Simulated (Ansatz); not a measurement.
# Sb: response to strain

Aim: deform Sb (equal xy, yz and zx engineering shear strains of -2 %) and compute stress, forces and field gradients with LAPW, PAW and all-electron datasets made for the crystal.

Method: DFT LDA, scalar-relativistic, in Ansatz 0.2.0.

### 1 The system as given

The structure is hexagonal, space group P6_3/mmc (No. 194). The conventional cell has a = 3.369 Å, b = 3.369 Å, c = 5.330 Å, α = 90.00°, β = 90.00°, γ = 120.00°. Sb (site symmetry -6m2) has 12 Sb at 3.30 to 3.37 Å as nearest neighbours.

Structure file:

```cif
data_structure
_symmetry_space_group_name_H-M 'P6_3/mmc'
_symmetry_Int_Tables_number 194
_cell_length_a 3.3690
_cell_length_b 3.3690
_cell_length_c 5.3300
_cell_angle_alpha 90.000
_cell_angle_beta 90.000
_cell_angle_gamma 120.000
_cell_volume 52.39
loop_
_atom_site_label
_atom_site_type_symbol
_atom_site_symmetry_multiplicity
_atom_site_Wyckoff_symbol
_atom_site_fract_x
_atom_site_fract_y
_atom_site_fract_z
_atom_site_occupancy
Sb1 Sb 2 c 0.33333 0.66667 0.25000 1
```

The file gives the conventional cell by its symmetry; the runs use the cell typed in the input.

Atoms are numbered in the order of the input: Sb1, Sb2.

### 2 After the deformation

Space group P6_3/mmc before, P-1 after.

### 3 LAPW, all electrons

Contents of input.yaml:

```yaml
crystal:
  lattice:
    - [3.3690001795, -0.0336900018, -0.0336900018]
    - [-1.7136764872, 2.9344847417, -0.0123313965]
    - [-0.0533, -0.0533, 5.33]
  atoms:
    - { symbol: Sb, position: [0.3333333333, 0.6666666667, 0.25] }
    - { symbol: Sb, position: [0.6666666667, 0.3333333333, 0.75] }
kpoints:
  mp_grid: { grid: [12, 12, 7] }
  band_path:
    path:
      - [0.0, 0.0, 0.0]
      - [0.0, 0.0, 0.5]
      - [-0.5, 0.5, 0.0]
      - [0.0, 0.0, 0.0]
      - [0.0, -0.5, 0.0]
      - [-0.5, 0.0, 0.5]
      - [0.0, 0.0, 0.0]
      - [-0.5, 0.0, 0.0]
      - [0.0, -0.5, 0.5]
    npoints: 5
scf:
  occupations: { method: fermi_dirac, width: 0.03 }
hamiltonian:
  xc: lda
  pseudopotentials: { kind: all_electron, lapw: { basis_error: 0.0005 } }
output:
  forces: true
  stress: true
  eigenvalues: true
```

Launch:

```bash
$ ansatz run input.yaml --threads 1 --pin off --max-ram 3072MiB --backend cpu --events-out ev --progress --plain --runs-dir out
```

### 4 PAW on the default files

Contents of input.yaml:

```yaml
crystal:
  lattice:
    - [3.3690001795, -0.0336900018, -0.0336900018]
    - [-1.7136764872, 2.9344847417, -0.0123313965]
    - [-0.0533, -0.0533, 5.33]
  atoms:
    - { symbol: Sb, position: [0.3333333333, 0.6666666667, 0.25] }
    - { symbol: Sb, position: [0.6666666667, 0.3333333333, 0.75] }
kpoints:
  mp_grid: { grid: [12, 12, 7] }
scf:
  occupations: { method: fermi_dirac, width: 0.03 }
hamiltonian:
  xc: lda
  pseudopotentials: { kind: paw }
output:
  forces: true
  stress: true
  eigenvalues: true
  efg: { contact_densities: true }
```

### 5 All-electron PAW on datasets made for the crystal

Changes to input.yaml since step 4:

```diff
@@ -14,3 +14,3 @@
   xc: lda
-  pseudopotentials: { kind: paw }
+  pseudopotentials: { kind: all_electron, datasets: crystal }
 output:
```

(Steps that only read results are left out.)

Q: Predict the outcome of this session. Wanted: pressure; largest shear or deviatoric stress.

The runs gave:

| quantity | value |
| --- | --- |
| pressure | LAPW -1.34, PAW -1.36, crystal datasets -1.34 GPa |
| largest shear or deviatoric stress (LAPW) | 0.90 GPa |

In words: The largest part of the stress beyond the pressure is 0.90 GPa in size, in the zz component; the atoms are carried along and not relaxed. No run of the undeformed cell stands beside it, so the pressure holds what the given cell had before the change. PAW: stress within 0.03 GPa of LAPW, forces within 1 meV/Å. Crystal datasets: stress within 0.01 GPa of LAPW, forces within 1 meV/Å. Spin-orbit coupling is left out, though the cell holds Sb; in elements this heavy it can shift bands and gaps by tenths of an eV.
